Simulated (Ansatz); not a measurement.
# MgBr+ (triplet): from Hartree-Fock to the top rungs at distance Br1–Mg2 = 3.502 Å, cc-pVDZ

One table from this session's results is given with a row withheld; the runs are named, their logs left out.

Computed with Ansatz 0.2.0, Gaussian basis. Level: cc-pVDZ, core rule «outside noble gas», up to 19 orbitals frozen.

The runs, in order: UHF; CCSD(T) on ROHF; CCSD(T) on UHF; BCCD(T) on ROHF; CISD; CCSDT(Q) on ROHF; CCSDT(Q) on UHF; CASSCF and MRCISD+Q, 4 electrons in 4 orbitals; CASSCF and NEVPT2, 4 electrons in 4 orbitals.

47 further runs of the same task are left out: 22 for a known fault of the program, 2 for a mislabelled method, 19 that didn't finish, 4 set aside as unsound or not needed.

## The geometry

The geometry derives from a PBE0/def2-TZVP stationary point (not a proven minimum). One bond is set to the value named and the two fragments are kept rigid. No spin-orbit coupling is included. The filled d shell of Br may be among the frozen orbitals whatever the setting's name suggests; the logs give the count.

2 atoms, charge 1, spin multiplicity 3.

Atoms are counted from 1 here; the program's logs count them from 0.

No contacts short enough for the rule that draws bonds.

Coordinates:

```
Br    0.0000    0.0000    0.0000
Mg    0.0000    0.0000    3.5020
```

The first run:

in.yaml

```yaml
crystal:
  periodic: [false, false, false]
  atoms:
    - {symbol: Br, position_ang: [0.000000, 0.000000, 0.000000]}
    - {symbol: Mg, position_ang: [0.000000, 0.000000, 3.502000]}
basis:
  gaussian: {orbitals: cc-pVDZ}
total_charge: 1
magnetization: {spin_polarized: true, initial_magnetization: 2}
hamiltonian: {xc: hf}
output: {orbitals: {seedname: orbitals}}
```

Command:

```bash
$ ansatz run in.yaml --threads 1 --pin off --events-out ev --progress --plain --max-ram 2393MiB
```

Steps of the session up to this table: UHF; CCSD(T) on ROHF; CCSD(T) on UHF; BCCD(T) on ROHF; CISD; CCSDT(Q) on ROHF; CCSDT(Q) on UHF; CASSCF and MRCISD+Q, 4 electrons in 4 orbitals; CASSCF and NEVPT2, 4 electrons in 4 orbitals.

One of the session's tables, all rows but one given; the rest of the session is left out.

```
       method  from UCCSDT(Q) (kJ/mol)
         ROHF                   +300.9
          UHF                   +291.5
         RMP2                    +41.6
         UMP2                    +42.6
         CISD                        ?
        RCCSD                     +4.5
        UCCSD                     +4.0
     RCCSD(T)                     +1.3
     UCCSD(T)                     +1.0
      BCCD(T)                     +1.3
       RCCSDT                     +0.7
       UCCSDT                     +0.4
    RCCSDT(Q)                     +0.3
    UCCSDT(Q)                        0
  CASSCF pair                   +276.2
  NEVPT2 pair                    +38.5
  MRCISD pair                    +12.2
MRCISD+Q pair                     -0.9
```

**Question.** Estimate the row for CISD.

**Answer.** from UCCSDT(Q) (kJ/mol): +13.6. In the column «from UCCSDT(Q) (kJ/mol)» it lies between MRCISD pair (+12.2) and NEVPT2 pair (+38.5).

To keep in mind: Restricted and unrestricted rows rest on different reference determinants; where their highest levels disagree by more than a few hundredths of an eV, they describe different states and don't form one ladder.
